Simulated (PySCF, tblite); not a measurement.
# C5H9N3Si: geometry, infrared bands and NMR shifts

Aim: predict the infrared bands and NMR shifts of C5H9N3Si (`[SiH3]c1cnnn1C1CC1`).

The runs use tblite 0.8.0 and PySCF 2.14.0, with density-fitted response routines of our own; the level of theory stands in each step. All values are computed, except where a source is named. Atoms are numbered from 0 throughout.

### Step 1. The molecule as given

18 atoms, charge 0, multiplicity 1; geometry from: force field or distance geometry start.

Bonds of the start (Å): Si0–C1 1.86, C1–C2 1.39, C2–N3 1.38, N3–N4 1.33, N4–N5 1.34, N5–C6 1.48, C6–C7 1.51, C7–C8 1.51, N5–C1 1.38, C8–C6 1.51, Si0–H9 1.48, Si0–H10 1.47, Si0–H11 1.49, C2–H12 1.07, C6–H13 1.09, C7–H14 1.09, C7–H15 1.10, C8–H16 1.08, C8–H17 1.08.

### Step 2. Relaxing the molecule with GFN2-xTB

Job settings and geometry (Å):

```
{"job": {"kind": "relax", "xc": "GFN2-xTB", "basis": "xTB"}, "charge": 0, "multiplicity": 1}
Si     1.888800    -1.446800     0.032400
C      1.357600     0.326500    -0.113900
C      2.076700     1.457500    -0.471200
N      1.270800     2.572900    -0.422000
N      0.071700     2.173400    -0.005500
N      0.109600     0.844900     0.152500
C     -1.068300     0.090500     0.621000
C     -2.462900     0.421000     0.161500
C     -1.821100    -0.871600    -0.267900
H      1.233500    -2.234300    -1.041200
H      3.352600    -1.540900    -0.093900
H      1.451200    -1.981100     1.352100
H      3.099300     1.540400    -0.764500
H     -0.972400    -0.177800     1.671600
H     -2.597100     1.205000    -0.584600
H     -3.271100     0.374800     0.900300
H     -2.193700    -1.786100     0.171200
H     -1.534000    -0.962000    -1.309500
```

On the command line:

```sh
$ OMP_NUM_THREADS=1 python probes_run.py task.json out
```

One launch serves the whole session: the jobs run in the order shown.

**Question.** This job is followed by: GFN2-xTB harmonic vibrations, gas phase; GIAO PBE0/pcSseg-1 NMR shielding, non-relativistic, gas phase. Predict these results of the whole session: strongest single infrared mode (GFN2-xTB); zero-point energy (GFN2-xTB); 13C shifts against TMS (PBE0/pcSseg-1, means over atoms taken as alike); 1H shifts against TMS (PBE0/pcSseg-1, means over atoms taken as alike); 29Si shifts against TMS (PBE0/pcSseg-1); 15N shifts against NH3 (PBE0/pcSseg-1).

**Answer**, as computed:

| quantity | value |
| --- | --- |
| strongest single infrared mode (GFN2-xTB) | 2241 cm⁻¹, 393 km/mol |
| zero-point energy (GFN2-xTB) | 83.3 kcal/mol |
| 13C shifts against TMS (PBE0/pcSseg-1, means over atoms taken as alike) | 146.7, 129.3, 32.8, 11.5 ppm |
| 1H shifts against TMS (PBE0/pcSseg-1, means over atoms taken as alike) | 7.81, 4.60, 3.55, 1.84, 1.12 ppm |
| 29Si shifts against TMS (PBE0/pcSseg-1) | -90.5 ppm |
| 15N shifts against NH3 (PBE0/pcSseg-1) | 400.6, 384.1, 281.5 ppm |

What this shows: The optimisation took 107 steps and gained 0.267 eV; among the close pairs (by a distance rule), N5–C6 changed most, from 1.475 to 1.418 Å. No mode is imaginary among the 48: a minimum at this level. The strongest single mode, at 2241 cm⁻¹, moves mainly H11. Unscaled tight-binding wavenumbers are off by several per cent, some by more. Its intensities can rank the bands wrongly. At PBE0/pcSseg-1: The largest span, 567 ppm, is at N3, where the paramagnetic term is -445 ppm. NICS(1)zz of -33 ppm above the planar ring from C1 marks a diatropic (aromatic) ring current.
